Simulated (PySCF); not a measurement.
# doublet SnSe+: levels of theory compared

We compute a comparison of 4 runs (UB3LYP/def2-TZVP, UBHLYP/def2-TZVP, UBLYP/def2-TZVP, UCCSD(T)/def2-TZVP) of doublet SnSe+. Input form: a Python script.

The calculation is run with PySCF 2.14.0.

2 further runs of the same task are left out: 2 set aside as unsound or not needed.

### 1 The system as given

SnSe+ has 2 atoms, charge +1, and is taken as a doublet. SMILES of the parent species: `[Se][Sn]`. The shape is that of a PBE0-D4/def2-TZVP optimisation. That shape belongs to the parent species and isn't relaxed for this state.

Bond lengths: Se1–Sn2 2.325 Å.

### 2 The energy at UB3LYP/def2-TZVP (core potential) (run 1)

The input, input.py:

```python
from pyscf import gto, dft

system = gto.M(
    atom='''
Se     0.000000     0.000000     0.012340
Sn     0.000000     0.000000     4.406482
''',
    charge=1,
    basis='def2-tzvp',
    ecp={'Sn': 'def2-svp'},
    verbose=3,
    spin=1,
    max_memory=1860,
    unit='bohr',
)

myscf = dft.UKS(system, xc='b3lyp')
myscf.conv_tol = 1e-10
myscf.grids.level = 5
myscf.kernel()
if not myscf.converged:
    myscf = myscf.newton().run(myscf.mo_coeff, myscf.mo_occ)

e_final = myscf.e_tot
print('E = %.10f Eh' % e_final)
```

On the command line:

```console
$ OMP_NUM_THREADS=1 python input.py
```

What it wrote:

```text
WARN: HOMO -0.66980357375358 >= LUMO -0.66980357375357

WARN: HOMO -0.299257528528351 >= LUMO -0.298888444917689

converged SCF energy = -2615.68754473777  <S^2> = 0.75364532  2S+1 = 2.003642
E = -2615.6875447378 Eh
```

It took 23 s on 1 thread of Arm Neoverse V1, shared host; peak memory 0.48 GiB.

### 3 The energy at UBHLYP/def2-TZVP (core potential) (run 2)

The input, input.py:

```python
from pyscf import gto, dft

system = gto.Mole()
system.atom = '''
Se     0.000000     0.000000     0.012340
Sn     0.000000     0.000000     4.406482
'''
system.unit = 'bohr'
system.ecp = {'Sn': 'def2-svp'}
system.verbose = 3
system.spin = 1
system.charge = 1
system.max_memory = 1860
system.basis = 'def2-tzvp'
system.build()

ks = dft.UKS(system, xc='bhandhlyp')
ks.grids.level = 5
ks.conv_tol = 1e-10
ks.kernel()
if not ks.converged:
    ks = ks.newton().run(ks.mo_coeff, ks.mo_occ)

e_tot = ks.e_tot
print('E(%s) = %.9f' % ('BHLYP', e_tot))
```

On the command line:

```console
$ OMP_NUM_THREADS=1 python input.py
```

What it wrote:

```text
WARN: HOMO -0.657983742706354 >= LUMO -0.65798374270635

converged SCF energy = -2615.50295717428  <S^2> = 0.7551117  2S+1 = 2.0051052
E(BHLYP) = -2615.502957174
```

It took 21 s on 1 thread of Arm Neoverse V1, shared host; peak memory 0.48 GiB.

Run 3 isn't shown in full; the table further down has it.

### 4 The energy at UCCSD(T)/def2-TZVP (core potential) (run 4)

The input, job.py:

```python
from pyscf import gto, scf, cc

system = gto.M(
    atom='Se 0.000000 -0.000000 0.006530; Sn -0.000000 0.000000 2.331810',
    verbose=4,
    spin=1,
    basis='def2-tzvp',
    ecp={'Sn': 'def2-svp'},
    charge=1,
    max_memory=1860,
)

calc0 = scf.UHF(system)
calc0.conv_tol = 1e-10
calc0.kernel()
if not calc0.converged:
    calc0 = calc0.newton().run(calc0.mo_coeff, calc0.mo_occ)

mycc = cc.CCSD(calc0, frozen=13)
mycc.kernel()
e_t = mycc.ccsd_t()
energy = mycc.e_tot + e_t
print(f'total energy: {energy:.8f} hartree')
```

On the command line:

```console
$ OMP_NUM_THREADS=1 python job.py
```

What it wrote:

```text
PySCF version 2.14.0

[INPUT] num. atoms = 2
[INPUT] num. electrons = 55
[INPUT] charge = 1
[INPUT] spin (= nelec alpha-beta = 2S) = 1
[INPUT] symmetry False subgroup None
[INPUT] Mole.unit = angstrom
[INPUT] Symbol           X                Y                Z      unit          X                Y                Z       unit  Magmom
[INPUT]  1 Se     0.000000000000   0.000000000000   0.006530000000 AA    0.000000000000   0.000000000000   0.012339911593 Bohr   0.0
[INPUT]  2 Sn     0.000000000000   0.000000000000   2.331810000000 AA    0.000000000000   0.000000000000   4.406482274522 Bohr   0.0

nuclear repulsion = 170.226619490195
number of shells = 32
number of NR pGTOs = 194
number of NR cGTOs = 98
basis = def2-tzvp
ecp = {'Sn': 'def2-svp'}

[... 19 lines left out ...]
WARN: beta  nocc = 27  HOMO -0.633595028641767 >= LUMO -0.633595028641735
[... 70 lines left out ...]
converged SCF energy = -2612.96606090002  <S^2> = 0.76231996  2S+1 = 2.0122822
[... 12 lines left out ...]
Init t2, MP2 energy = -0.512131831520981
[... 16 lines left out ...]
UCCSD converged
[... 2 lines left out ...]
total energy: -2613.49619359 hartree
```

It took 6.2 min on 1 thread of Arm Neoverse V1, shared host; peak memory 2.3 GiB.

### 5 All runs side by side

```csv
run,level,integration grid,frozen core orbitals,energy (Eh),HOMO energy (eV),LUMO energy (eV),⟨S²⟩,wall time
1,UB3LYP/def2-TZVP (core potential),5,–,-2615.687545,-13.18,-11.44,0.754,23 s
2,UBHLYP/def2-TZVP (core potential),5,–,-2615.502957,-14.23,-10.03,0.755,21 s
3,UBLYP/def2-TZVP (core potential),5,–,-2615.578915,-12.23,-12.15,0.753,21 s
4,UCCSD(T)/def2-TZVP (core potential),–,13,-2613.496194,-15.48,-7.15,0.762,6.2 min
```

### 6 What came out

```
                                                         quantity           value
                                              run 4: total energy  -2613.49619 Eh
run 4: HOMO energy (Hartree–Fock orbitals) (highest over α and β)       -15.48 eV
 run 4: LUMO energy (Hartree–Fock orbitals) (lowest over α and β)        -7.15 eV
              run 4: correlation energy (13 core orbitals frozen)      -530.1 mEh
                                            run 4: (T) correction      -17.37 mEh
                         run 4: ⟨S²⟩ of the reference determinant           0.762
                                             run 4: T1 diagnostic           0.015
```

What this shows: Totals of different functionals can't be ranked against each other. All runs together took 7.3 min, the longest 6.2 min.
